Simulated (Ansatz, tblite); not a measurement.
## A script for CrTeSe (GFN2-xTB)

These are simulated results from tblite 0.8.0, not measurements. The cell was built from a prototype and was relaxed with r2SCAN in plane waves (Ansatz 0.2.0). It may be hypothetical. It is a single sheet, repeated along a and b, with vacuum along c. All runs are without spin polarisation, and a magnetic state may lie lower.

The sheet's in-plane cell has a = 3.352 Å, b = 3.352 Å (γ = 120.0°), and its outermost atoms lie 3.24 Å apart along the normal. Cr is surrounded by 3 Se at 2.44 Å and 3 Te at 2.61 Å; Se is surrounded by 3 Cr at 2.44 Å; Te is surrounded by 3 Cr at 2.61 Å.

tblite solves periodic systems at the zone centre alone, so the script builds a cluster of 3×3×1 conventional cells (27 atoms), which folds in a coarse mesh of k points.

run.py reads:

```python
import json
from ase import Atoms
from ase.build import make_supercell
from ase.units import Bohr, GPa, Hartree
from tblite.interface import Calculator

atoms = Atoms(['Cr', 'Se', 'Te'],
              cell=[[3.351537, 0.0, 0.0], [-1.675769, 2.902516, -0.0], [0.0, -0.0, 30.75283]],
              scaled_positions=[[0.333333, 0.666667, 0.295492], [0.666667, 0.333333, 0.343864], [0.666667, 0.333333, 0.238612]],
              pbc=True)
cluster = make_supercell(atoms, [[3, 0, 0], [0, 3, 0], [0, 0, 1]])
calc = Calculator('GFN2-xTB', cluster.numbers, cluster.positions / Bohr, lattice=cluster.cell[:] / Bohr, periodic=cluster.pbc)
calc.set('temperature', 0.02 / Hartree)
calc.set('max-iter', 150)
res = calc.singlepoint()
levels = res.get('orbital-energies') * Hartree
nv = round(res.get('orbital-occupations').sum() / 2)
cells = len(cluster) // len(atoms)
out = {'energy_per_cell': res.get('energy') * Hartree / cells, 'homo': levels[nv - 1], 'lumo': levels[nv],
       'stress': (-res.get('virial') * Hartree / cluster.get_volume() / GPa).tolist(), 'charges': res.get('charges')[:len(atoms)].tolist(), 'electrons': 2 * nv / cells}
json.dump(out, open('results.json', 'w'))
for key, value in out.items():
    print(key, value)
```

Command: `python run.py`. It took 2.9 s on 1 thread of Arm Neoverse V1, on a shared host, peak memory 0.098 GiB.

Output:

```
------------------------------------------------------------
  cycle        total energy    energy error   density error
------------------------------------------------------------
      1     -70.87913129518  -7.1077544E+01   1.0516084E+00
      2      9.652816356556   8.0531948E+01   1.4286730E+00
      3     -14.25021107920  -2.3903027E+01   1.1737337E+00
      4      26.90247907193   4.1152690E+01   8.8532899E-01
      5     -73.98058887040  -1.0088307E+02   2.1184541E-01
      6     -72.89037678229   1.0902121E+00   2.4767539E-01
      7     -75.10101341415  -2.2106366E+00   1.0063115E-01
      8     -64.56161495265   1.0539398E+01   4.4216526E-01
      9     -73.72105681121  -9.1594419E+00   1.7601709E-01
     10     -74.18532799163  -4.6427118E-01   1.4030485E-01
     11     -74.45057218333  -2.6524419E-01   1.3096740E-01
     12     -75.19371916067  -7.4314698E-01   7.4080913E-02
     13     -75.15143464466   4.2284516E-02   7.3991250E-02
     14     -75.20193182064  -5.0497176E-02   6.8655375E-02
     15     -75.28757540816  -8.5643588E-02   5.8010492E-02
     16     -75.21478415978   7.2791248E-02   6.5793377E-02
     17     -75.19424889406   2.0535266E-02   6.8775378E-02
     18     -75.16843180312   2.5817091E-02   7.2681284E-02
     19     -75.18316988198  -1.4738079E-02   7.1011908E-02
     20     -74.83828499908   3.4488488E-01   1.0097485E-01
     21     -75.23027015821  -3.9198516E-01   6.5828823E-02
     22     -75.14084762150   8.9422537E-02   7.4642628E-02
     23     -75.00037399861   1.4047362E-01   9.0748911E-02
     24     -75.29131883645  -2.9094484E-01   6.7988272E-02
     25     -75.27400440019   1.7314436E-02   6.6219402E-02
     26     -75.25852504530   1.5479355E-02   6.7456072E-02
     27     -75.33574639011  -7.7221345E-02   5.3468279E-02
     28     -75.32823059536   7.5157947E-03   5.5060192E-02
     29     -75.32620140538   2.0291900E-03   5.5114291E-02
     30     -75.36305724921  -3.6855844E-02   4.6262571E-02
     31     -75.40183462363  -3.8777374E-02   3.9783996E-02
     32     -75.38981086232   1.2023761E-02   3.9115132E-02
     33     -75.40955468450  -1.9743822E-02   3.2032234E-02
     34     -75.40390723101   5.6474535E-03   3.2741500E-02
     35     -75.40028434496   3.6228860E-03   3.3056332E-02
     36     -75.40539987984  -5.1155349E-03   3.1408288E-02
     37     -75.42117593213  -1.5776052E-02   2.5325323E-02
     38     -75.42904250656  -7.8665744E-03   2.0140836E-02
     39     -75.42966884601  -6.2633945E-04   1.8020662E-02
     40     -75.43081639137  -1.1475454E-03   1.6853467E-02
     41     -75.43041760797   3.9878340E-04   1.6935515E-02
     42     -75.42973928790   6.7832007E-04   1.7029330E-02
     43     -75.43015176840  -4.1248050E-04   1.6542757E-02
     44     -75.43257823836  -2.4264700E-03   1.4994391E-02
     45     -75.43259830291  -2.0064550E-05   1.4977959E-02
     46     -75.43374081948  -1.1425166E-03   1.4201133E-02
     47     -75.43554850970  -1.8076902E-03   1.2122554E-02
     48     -75.43725148650  -1.7029768E-03   9.6151835E-03
     49     -75.43756993736  -3.1845085E-04   8.7358450E-03
     50     -75.43762167899  -5.1741628E-05   9.0467951E-03
[... 1 lines left out ...]
     52     -75.43764498865  -6.4138478E-05   9.4152165E-03
     53     -75.43790160072  -2.5661207E-04   8.8050356E-03
     54     -75.43801312517  -1.1152445E-04   8.2508323E-03
     55     -75.43843905625  -4.2593107E-04   7.0202129E-03
     56     -75.43915556000  -7.1650375E-04   5.1871022E-03
     57     -75.43936966347  -2.1410347E-04   4.6338917E-03
     58     -75.43925581363   1.1384984E-04   4.8419510E-03
     59     -75.43924856641   7.2472138E-06   4.6338119E-03
     60     -75.43943132185  -1.8275543E-04   3.8519475E-03
     61     -75.43944485948  -1.3537636E-05   3.7842417E-03
     62     -75.43944278119   2.0782913E-06   3.7935914E-03
     63     -75.43943966734   3.1138562E-06   3.8130046E-03
     64     -75.43949414279  -5.4475453E-05   3.4592760E-03
     65     -75.43951915583  -2.5013042E-05   3.2443332E-03
     66     -75.43954838081  -2.9224982E-05   2.8699361E-03
     67     -75.43966459636  -1.1621555E-04   2.1167312E-03
     68     -75.43966999661  -5.4002481E-06   1.9502507E-03
     69     -75.43966716056   2.8360482E-06   1.9419780E-03
     70     -75.43961733891   4.9821652E-05   2.3677413E-03
     71     -75.43961537753   1.9613771E-06   2.3825996E-03
     72     -75.43960556381   9.8137186E-06   2.4140679E-03
     73     -75.43962690152  -2.1337705E-05   2.2095663E-03
     74     -75.43968091136  -5.4009839E-05   1.7020410E-03
     75     -75.43970056830  -1.9656942E-05   1.4365955E-03
     76     -75.43970931083  -8.7425284E-06   1.2874787E-03
     77     -75.43971315995  -3.8491269E-06   1.2461081E-03
     78     -75.43971276725   3.9270404E-07   1.2553690E-03
     79     -75.43972014188  -7.3746267E-06   1.1548284E-03
     80     -75.43972827759  -8.1357097E-06   9.5166044E-04
     81     -75.43972683325   1.4443411E-06   9.2561850E-04
     82     -75.43972751802  -6.8477961E-07   9.5860789E-04
     83     -75.43973169149  -4.1734638E-06   8.7737281E-04
     84     -75.43973312474  -1.4332464E-06   8.4612291E-04
     85     -75.43973417665  -1.0519117E-06   8.4950431E-04
     86     -75.43973368243   4.9421220E-07   9.0357931E-04
     87     -75.43973219282   1.4896193E-06   9.7772225E-04
     88     -75.43973312079  -9.2797569E-07   9.5743882E-04
     89     -75.43973525252  -2.1317241E-06   8.9629832E-04
     90     -75.43973982059  -4.5680752E-06   7.4494333E-04
     91     -75.43974075577  -9.3517917E-07   6.5181512E-04
     92     -75.43974564584  -4.8900744E-06   4.5658908E-04
     93     -75.43974598249  -3.3664992E-07   4.3542803E-04
     94     -75.43974589878   8.3711356E-08   4.3872267E-04
     95     -75.43974577002   1.2876242E-07   4.4019094E-04
     96     -75.43974558151   1.8850911E-07   4.5395502E-04
     97     -75.43974356400   2.0175115E-06   5.2059433E-04
     98     -75.43974357852  -1.4520225E-08   5.2040554E-04
     99     -75.43974314931   4.2921343E-07   5.3005044E-04
    100     -75.43974433774  -1.1884378E-06   4.9459579E-04
    101     -75.43974607446  -1.7367150E-06   4.3568944E-04
    102     -75.43974614176  -6.7301599E-08   4.3349388E-04
    103     -75.43974561722   5.2454358E-07   4.5222436E-04
    104     -75.43974545906   1.5815586E-07   4.5813788E-04
    105     -75.43974585635  -3.9728968E-07   4.2551119E-04
    106     -75.43974894879  -3.0924440E-06   2.9964552E-04
    107     -75.43974947017  -5.2137507E-07   2.3235895E-04
    108     -75.43974979709  -3.2691732E-07   2.0753694E-04
    109     -75.43975017104  -3.7395418E-07   1.9307503E-04
    110     -75.43975025646  -8.5416218E-08   1.9418831E-04
    111     -75.43975022110   3.5358099E-08   1.9594922E-04
    112     -75.43975006467   1.5642991E-07   2.1109349E-04
    113     -75.43975011493  -5.0255949E-08   2.0704383E-04
    114     -75.43975018678  -7.1855936E-08   1.8911254E-04
    115     -75.43975083779  -6.5100750E-07   1.3596306E-04
    116     -75.43975109360  -2.5581478E-07   1.0580225E-04
    117     -75.43975115997  -6.6364862E-08   9.3641914E-05
    118     -75.43975121320  -5.3234544E-08   8.5691996E-05
    119     -75.43975120906   4.1450363E-09   8.6926599E-05
    120     -75.43975116184   4.7216972E-08   9.2149530E-05
    121     -75.43975121642  -5.4580312E-08   8.3171740E-05
    122     -75.43975126349  -4.7073129E-08   7.4305296E-05
    123     -75.43975126936  -5.8659992E-09   7.1702902E-05
    124     -75.43975127398  -4.6222368E-09   6.9943716E-05
    125     -75.43975127012   3.8579486E-09   7.1609630E-05
    126     -75.43975127740  -7.2771229E-09   6.6374572E-05
    127     -75.43975128065  -3.2494825E-09   6.0048058E-05
    128     -75.43975127413   6.5261787E-09   6.0634109E-05
    129     -75.43975126865   5.4767639E-09   6.1769018E-05
    130     -75.43975123845   3.0193632E-08   6.9763499E-05
    131     -75.43975123195   6.5073493E-09   7.1035741E-05
    132     -75.43975131231  -8.0363108E-08   4.2707922E-05
    133     -75.43975131448  -2.1707365E-09   3.5661721E-05
    134     -75.43975131411   3.7597658E-10   3.5097282E-05
    135     -75.43975131683  -2.7227998E-09   3.3253464E-05
    136     -75.43975131041   6.4142966E-09   3.7174630E-05
    137     -75.43975130618   4.2319357E-09   3.7302191E-05
    138     -75.43975132095  -1.4765860E-08   2.3580746E-05
    139     -75.43975132558  -4.6313460E-09   1.7481915E-05
------------------------------------------------------------

 total:                                   2.210 sec
energy_per_cell -228.0911327669563
homo -9.440345314142988
lumo -9.408748526102341
stress [[-0.7840974521196256, 3.2614571891306943e-06, 6.452991400593026e-06], [3.2614571891083e-06, -0.7840938072269588, -3.5668189196548124e-06], [6.452991400516708e-06, -3.566818919710906e-06, 0.756
charges [0.4084229161951879, -0.34754607733233267, -0.06083757263618644]
electrons 18.0
```

The cycle table is in hartree for the whole cluster, and the lines after it are in eV (the energy for one cell). The printed stress is in GPa and positive in compression, and the pressure is its mean diagonal, here averaged over the vacuum too.

GFN2-xTB gives a gap of 0.03 eV. On the same cell, plane-wave PBE (Ansatz, 12×12×1 k points and the special points) gives a gap of 0.56 eV and r2SCAN a gap of 0.60 eV; on shared hosts these took about 21 and 51 core-seconds on the 3-atom cell, against 2.9 for the script. Spin-orbit coupling, left out in all these runs, can cut or reorder the gap by tenths of an eV, up to about 1 eV with Pb or Bi. This method closes a gap that PBE finds, a failure in kind.

xTB was fitted mostly to molecules, and a small cluster samples few k points, so gaps, pressures and kinks along a curve can be far from a solid's.

Spin-orbit coupling is left out, which matters wherever the heavy atoms make up the band edges.
